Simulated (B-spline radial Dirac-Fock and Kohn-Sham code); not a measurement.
# Hg: the cost of one run

Method: a free atom or ion on a radial basis; each step names its model; computed with B-spline radial Dirac-Fock and Kohn-Sham code, version 5.

### Step 1. What is computed

Mercury as Hg⁵⁺ in the configuration [Xe] 4f14 5d7.

| Property | Result |
| --- | --- |
| nuclear charge | 80 |
| electrons | 75 |
| mass number | 202 |
| nuclear rms radius | 5.4648 fm |

Outer shells as boxes (Hund's rule, for the drawing alone; heavy ions are jj-coupled, and the calculation averages over the configuration):

```
[Xe] core
4f [↑↓][↑↓][↑↓][↑↓][↑↓][↑↓][↑↓]
5d [↑↓][↑↓][↑ ][↑ ][↑ ]
```

### Step 2. Dirac PBE, for comparison

Model: Dirac-Kohn-Sham PBE, finite nucleus, spherical and without spin polarisation.

Input, one item of task.json (shells as n, l, occupation):

```json
{
  "Z": 80,
  "q": 5,
  "cfg": [[1, 0, 2], [2, 0, 2], [2, 1, 6], [3, 0, 2], [3, 1, 6], [3, 2, 10], [4, 0, 2], [4, 1, 6], [4, 2, 10], [4, 3, 14], [5, 0, 2], [5, 1, 6], [5, 2, 7]],
  "A": 202,
  "rrms": 5.4648,
  "tag": "ground",
  "do": ["pbe", "binding", "quiet"],
  "hv": [40.5, 55.0, 60.9, 78.4, 98.2, 158.0, 183.0, 244.0, 383.0, 675.0, 856.0, 1350.0, 3040.0, 12200.0, 15900.0, 20400.0, 37400.0, 40500.0, 45000.0, 76400.0, 88900.0, 119000.0, 157000.0],
  "s": [0, 0.05, 0.1, 0.15, 0.2, 0.25, 0.3, 0.35, 0.4, 0.45, 0.5, 0.6, 0.7, 0.8, 0.9, 1.0, 1.1, 1.2, 1.4, 1.6, 1.8, 2.0, 2.5, 3.0, 3.5, 4.0, 5.0, 6.0],
  "pz": [0, 0.1, 0.15, 0.21, 0.31, 0.46, 0.67, 0.98, 1.4, 2.1, 3.1, 4.5, 6.6, 9.7, 14.0, 21.0, 30.0, 44.0, 65.0, 95.0, 140.0],
  "hv_scatter": [2000, 10000, 17479.3, 20000, 30000, 50000, 200000, 1000000],
  "holes": ["K", "L1", "L2", "L3", "M1", "M2", "M3", "M4", "M5", "N1", "N2", "N3", "N4", "N5", "N6", "N7"]
}
```

Command:

```
> python xray_run.py task.json out
```

Q: Estimate wall time and peak memory on 1 thread of Arm Neoverse N1, shared host.

About 17 s, with a peak of 0.42 GiB.
